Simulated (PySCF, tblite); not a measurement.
# C₆H₁₀ClN₃: geometry, infrared bands and NMR shifts

Wanted: the infrared bands and NMR shifts of C₆H₁₀ClN₃ (`Cc1nn(C(C)C)nc1Cl`), by calculation.

Computed with tblite 0.8.0 and PySCF 2.14.0, with density-fitted response routines of our own, on a single molecule in the gas phase. Atoms are numbered from 0 throughout.

**1. The starting structure**

20 atoms, charge 0, multiplicity 1; geometry from: force field or distance geometry start.

Bonds of the start (Å): C0–C1 1.49, C1–N2 1.33, N2–N3 1.36, N3–C4 1.46, C4–C5 1.53, C4–C6 1.52, N3–N7 1.36, N7–C8 1.33, C8–Cl9 1.69, C8–C1 1.41, C0–H10 1.09, C0–H11 1.09, C0–H12 1.10, C4–H13 1.10, C5–H14 1.10, C5–H15 1.11, C5–H16 1.09, C6–H17 1.09, C6–H18 1.09, C6–H19 1.10.

**2. Relaxing the molecule with GFN2-xTB**

What the job is given:

```
{"job": {"kind": "relax", "xc": "GFN2-xTB", "basis": "xTB"}, "charge": 0, "multiplicity": 1}
C      3.416800    -0.369600    -0.234000
C      1.988500    -0.020400     0.010100
N      1.006300    -0.596900    -0.673900
N     -0.089800     0.003200    -0.138300
C     -1.432200    -0.335100    -0.589200
C     -2.131400     0.887300    -1.197800
C     -2.267000    -0.959800     0.511900
N      0.121300     0.897100     0.861400
C      1.451000     0.875200     0.953100
Cl     2.264200     1.844400     2.070500
H      3.966700     0.521900    -0.535000
H      3.502400    -1.114200    -1.028500
H      3.865200    -0.776700     0.680000
H     -1.301600    -1.079500    -1.395300
H     -1.524900     1.336500    -1.993900
H     -2.298500     1.666600    -0.429800
H     -3.096700     0.614800    -1.615200
H     -2.444000    -0.264400     1.336800
H     -3.243000    -1.280000     0.138800
H     -1.758500    -1.839600     0.939800
```

Started as:

```console
$ OMP_NUM_THREADS=1 python probes_run.py task.json out
```

One launch serves the whole session: the jobs run in the order shown.

**Question.** This job is followed by: GFN2-xTB harmonic vibrations, gas phase; GIAO PBE0/pcSseg-1 NMR shielding, non-relativistic, gas phase. Predict these results of the whole session: strongest single infrared mode (GFN2-xTB); zero-point energy (GFN2-xTB); ¹³C shifts against TMS (PBE0/pcSseg-1, means over atoms taken as alike); ¹H shifts against TMS (PBE0/pcSseg-1, means over atoms taken as alike); ¹⁵N shifts against NH3 (PBE0/pcSseg-1); ³⁵Cl shifts against HCl (PBE0/pcSseg-1).

As calculated:

| quantity | value |
| --- | --- |
| strongest single infrared mode (GFN2-xTB) | 1132 cm⁻¹, 74 km/mol |
| zero-point energy (GFN2-xTB) | 99.7 kcal/mol |
| ¹³C shifts against TMS (PBE0/pcSseg-1, means over atoms taken as alike) | 146.5, 144.0, 58.4, 25.1, 11.9 ppm |
| ¹H shifts against TMS (PBE0/pcSseg-1, means over atoms taken as alike) | 4.55, 2.40, 1.49 ppm |
| ¹⁵N shifts against NH3 (PBE0/pcSseg-1) | 362.0, 350.7, 280.3 ppm |
| ³⁵Cl shifts against HCl (PBE0/pcSseg-1) | 140 ppm |

What this shows: Relaxing lowered the energy by 0.239 eV in 43 steps; the close pair that moved most is N2–N3, from 1.360 to 1.310 Å. All 54 modes are real, so the xTB geometry is a minimum. The strongest single mode, at 1132 cm⁻¹, has its largest shares on C8, C1 and N2 (the list is cut at 3 atoms). GFN2-xTB is a fitted tight-binding method: band positions and strengths are rough. Its intensities can rank the bands wrongly. The most deshielded hydrogen is H13 (hydrogen on an sp3 CH bonded to N), at 4.55 ppm: its carbon carries N, which withdraws density. At PBE0/pcSseg-1: Shielding is most anisotropic at N7 (span 476 ppm, paramagnetic term -410 ppm). NICS(1)zz of -29 ppm above the planar ring from C1 marks a diatropic (aromatic) ring current.
